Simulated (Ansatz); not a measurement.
# Cu: the cost of one run

Method: DFT LDA, scalar-relativistic, plane waves, PAW, in Ansatz 0.2.0.

2 further runs of the same task are left out: 2 that didn't finish.

### 1 Starting point

It takes space group Cmcm (No. 63, orthorhombic). Conventional cell: a = 2.437 Å, b = 7.953 Å, c = 2.475 Å, α = 90.00°, β = 90.00°, γ = 90.00°. Around Cu (site symmetry m2m) lie 10 Cu at 2.44 to 2.54 Å.

Structure file:

```xyz
2
Lattice="1.2185 -3.9764 0.0000 1.2185 3.9764 0.0000 0.0000 0.0000 2.4755" Properties=species:S:1:pos:R:3 pbc="T T T"
Cu    1.2185    2.9118    0.6189
Cu    1.2185   -2.9118    1.8566
```

The structure comes from the Materials Project (structure only).

### 6 The grid

The energy is mapped over two normal modes frozen in (zone-centre modes of the cell shown).

The axes are (1) amplitude of mode 4 (99 cm⁻¹), largest displacement: 5 values from −0.256 Å; (2) amplitude of mode 5 (163 cm⁻¹), largest displacement: 5 values from −0.22 Å.

Nothing else is relaxed (the cell and all other modes fixed). Energies count from the relaxed high-symmetry cell. Points are written as (first, second).

The patterns, per unit of each coordinate (Å):

```tsv
atom	x1	y1	z1	x2	y2	z2
Cu1	1.000	0.000	0.000	0.000	0.000	1.000
Cu2	-1.000	0.000	0.000	0.000	0.000	-1.000
```

(The set-up runs are not shown.)

### 7 The run at (0.000 Å, −0.22 Å)

The input, input.yaml:

```yaml
crystal:
  lattice:
    - [1.198871506, -3.9071941049, 0.0]
    - [1.198871506, 3.9071941049, 0.0]
    - [0.0, 0.0, 2.4356971987]
  atoms:
    - { symbol: Cu, position: [0.1337548427, 0.8662451573, 0.1596767857] }
    - { symbol: Cu, position: [0.8662451573, 0.1337548427, 0.8403232143] }
basis:
  ecutwfc: 520.0
kpoints:
  mp_grid: { grid: [20, 20, 18] }
hamiltonian:
  xc: lda
  pseudopotentials: { kind: paw, azcp: { folder: soft_1 } }
scf:
  occupations: { method: gaussian, width: 0.15 }
output:
  forces: true
  stress: true
  eigenvalues: true
```

On the command line:

```
$ ansatz run input.yaml --threads 2 --pin off --max-ram 4096MiB --backend cpu --events-out ev --progress --plain --runs-dir out
```

Q: Estimate wall time and peak memory on 2 threads of Arm Neoverse N1, shared host.

About 80 s, with a peak of 1.2 GiB.
